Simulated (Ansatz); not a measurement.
# CH₄CdO: vertical ionisation energy

An exercise on one series of results from a longer session: the logs are not shown, and one member is left open.

Program: Ansatz 0.2.0, Gaussian basis. Level of theory: unrestricted cation, the program's frozen cores in correlated methods. These are calculated values, not measurements.

Plan: UKS PBE-D4/def2-TZVPP; UKS r2SCAN-D4/def2-TZVPP; UKS PBE0-D4/def2-TZVPP; UKS B3LYP-D4/def2-TZVPP; UKS wB97X-V/def2-TZVPP; UKS wB97M-V/def2-TZVPP; UKS B2PLYP/def2-TZVPP; UHF-CCSD(T)/def2-TZVPP; UHF-MP2/def2-QZVPP; extrapolation to the limit; then −ε(HOMO) from the neutral's earlier runs with LDA (SPW92), PBE-D4, revPBE-D4, BLYP-D4, r2SCAN-D4, B97M-V, PBE0-D4, B3LYP-D4, r2SCANh-D4, r2SCAN0-D4, HSE06-D4, BHLYP-D4, CAM-B3LYP-D4, LC-ωPBE, ωB97X-V, ωB97M-V.

## The relaxed structure

The geometry comes from an earlier relaxation with PBE0-D4 in a triple-zeta def2 set; it is a stationary point, not always the lowest conformer. Cd takes the def2 core potential; no spin-orbit term is included.

SMILES `[CH3][Cd][OH]`, 7 atoms, charge 0, spin multiplicity 1.

Atoms are counted from 1 here; the program's logs count them from 0.

Bond lengths: C1–Cd2 2.086 Å, C1–H4 1.090 Å, C1–H5 1.090 Å, C1–H6 1.090 Å, Cd2–O3 1.975 Å, O3–H7 0.959 Å. Angles: Cd2–C1–H4 110.0°, Cd2–C1–H5 110.0°, Cd2–C1–H6 110.0°, H4–C1–H5 108.9°, H4–C1–H6 109.0°, H5–C1–H6 108.9°, C1–Cd2–O3 176.4°, Cd2–O3–H7 114.4°.

The first run:

Input file in.yaml:

```yaml
crystal:
  periodic: [false, false, false]
  atoms:
    - {symbol: C, position_ang: [-1.132059, 0.697022, -0.306134]}
    - {symbol: Cd, position_ang: [0.538182, -0.411320, 0.269851]}
    - {symbol: O, position_ang: [2.056000, -1.497105, 0.916139]}
    - {symbol: H, position_ang: [-1.939282, 0.027951, -0.605454]}
    - {symbol: H, position_ang: [-0.877911, 1.343347, -1.146760]}
    - {symbol: H, position_ang: [-1.472900, 1.315581, 0.524674]}
    - {symbol: H, position_ang: [2.827979, -1.475486, 0.347684]}
basis:
  gaussian: {orbitals: def2-TZVPP}
total_charge: 1
magnetization: {spin_polarized: true, initial_magnetization: 1}
hamiltonian: {xc: pbe, dispersion: d4}
```

Run with:

```
$ ansatz run in.yaml --threads 4 --pin off --events-out ev --progress --plain --max-ram 10444MiB
```

Steps of the session up to this table: Cation, UKS PBE-D4/def2-TZVPP; Cation, UKS r2SCAN-D4/def2-TZVPP; Cation, UKS PBE0-D4/def2-TZVPP; Cation, UKS B3LYP-D4/def2-TZVPP; Cation, UKS wB97X-V/def2-TZVPP; Cation, UKS wB97M-V/def2-TZVPP; Cation, UKS B2PLYP (frozen core)/def2-TZVPP; Cation, UHF-CCSD(T)/def2-TZVPP; Cation, UHF-MP2/def2-QZVPP.

One table of the session follows, with a row left open; its other results are not shown here.

It belongs to the step «Ionisation energies side by side». For comparison, −ε(HOMO) of the neutral from earlier runs:

| functional | −ε(HOMO) (eV) |
| --- | --- |
| LDA (SPW92) | 6.23 |
| PBE-D4 | 5.99 |
| revPBE-D4 | 5.90 |
| BLYP-D4 | 5.90 |
| r2SCAN-D4 | 6.29 |
| B97M-V | 6.36 |
| PBE0-D4 | 7.58 |
| B3LYP-D4 | 7.33 |
| r2SCANh-D4 | 6.89 |
| r2SCAN0-D4 | 7.81 |
| HSE06-D4 | 7.17 |
| BHLYP-D4 | ? |
| CAM-B3LYP-D4 | 9.11 |
| LC-ωPBE | 10.48 |
| ωB97X-V | 10.12 |
| ωB97M-V | 10.03 |

**Question.** Estimate the row for BHLYP-D4.

Worked estimate for «−ε(HOMO) (eV)». Against the share of exact exchange, BLYP-D4 (0, 5.90), B3LYP-D4 (0.2, 7.33) give a slope of 7.15 per unit share; at 0.5 the line stands at 9.47.

**Answer.** −ε(HOMO) (eV): 8.92. In «−ε(HOMO) (eV)» the line misses by +0.55.
